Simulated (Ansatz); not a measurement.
Working through an equation of state with a fit of WC, space group Fm-3m

With Ansatz 0.2.0, Python API.

The cells in order, each with its output:

In [1]:
```python
import ansatz as az
import numpy as np
from pymatgen.analysis.eos import EOS
```

In [2]:
```python
vectors0 = np.array([
    [0.0, 2.192684, 2.192684],
    [2.192684, 0.0, 2.192684],
    [2.192684, 2.192684, 0.0],
])
sites = [
    ("W", (0.0, 0.0, 0.0)),
    ("C", (0.5, 0.5, 0.5)),
]
```

In [3]:
```python
def make_crystal(cell):
    crystal = az.Crystal(lattice=az.Lattice.of(cell))
    for symbol, position in sites:
        crystal = crystal.atom(symbol, position)
    return crystal

volumes, energies, pressures = [], [], []
for scale in np.linspace(0.9, 1.1, 9):
    cell = vectors0 * scale ** (1 / 3)
    calc = (
        make_crystal(cell).calculation()
        .functional("r2scan")
        .occupations("Fermi-Dirac", width=0.1)
        .basis(600)
        .kpoints(11, 11, 11)
        .stress()
    )
    summary = calc.run(threads=1, backend="cpu").report
    volumes.append(abs(np.linalg.det(cell)) / len(sites))
    energies.append(summary["free_energy_ev"] / len(sites))
    pressures.append(np.trace(summary["stress_gpa"]) / 3)
    print(f"V = {volumes[-1]:8.4f} A^3/atom  F = {energies[-1]:.5f} eV/atom  P = {pressures[-1]:8.3f} GPa")
```
```text
V =   9.4879 A^3/atom  F = -5324.06159 eV/atom  P =   42.613 GPa
V =   9.7515 A^3/atom  F = -5324.11959 eV/atom  P =   28.225 GPa
V =  10.0150 A^3/atom  F = -5324.15544 eV/atom  P =   15.652 GPa
V =  10.2786 A^3/atom  F = -5324.17195 eV/atom  P =    4.660 GPa
V =  10.5421 A^3/atom  F = -5324.17153 eV/atom  P =   -4.954 GPa
V =  10.8057 A^3/atom  F = -5324.15632 eV/atom  P =  -13.360 GPa
V =  11.0692 A^3/atom  F = -5324.12816 eV/atom  P =  -20.709 GPa
V =  11.3328 A^3/atom  F = -5324.08869 eV/atom  P =  -27.128 GPa
V =  11.5963 A^3/atom  F = -5324.03936 eV/atom  P =  -32.730 GPa
```

In [4]:
```python
for form in ["vinet", "pourier_tarantola"]:
    fit = EOS(eos_name=form).fit(volumes, energies)
    print(f"{form:18s} V0 {fit.v0:8.4f} A^3/atom  B0 {fit.b0_GPa:7.1f} GPa  B1 {fit.b1:5.2f}")
```
```text
vinet              V0  10.4020 A^3/atom  B0   381.0 GPa  B1  4.28
pourier_tarantola  V0  10.4022 A^3/atom  B0   381.7 GPa  B1  4.26
```

A third-order Birch-Murnaghan fit through the 9 points (the script's own form differs a little) has its minimum at 10.40 Å³ an atom, 1.3 % below the typed cell, with a bulk modulus of 380 GPa and dB/dP = 4.3. From that minimum the energy rises by 112.1 meV an atom on the compressed side and 134.4 meV on the expanded side.

Total energies depend on the potentials; only differences at equal settings carry meaning. For a metal this k-point mesh is coarse: on a finer one energies can move by several to tens of meV an atom and pressures by half a GPa or more, differences at one mesh by less. Pressure is positive in compression. Spin-orbit coupling, which matters for elements this heavy, is left out. The structure comes from a database of computed cells and needn't be a stable or known phase. Finished in 34 s on 1 thread of Arm Neoverse V2, with other jobs on the host, peak memory 0.55 GiB.
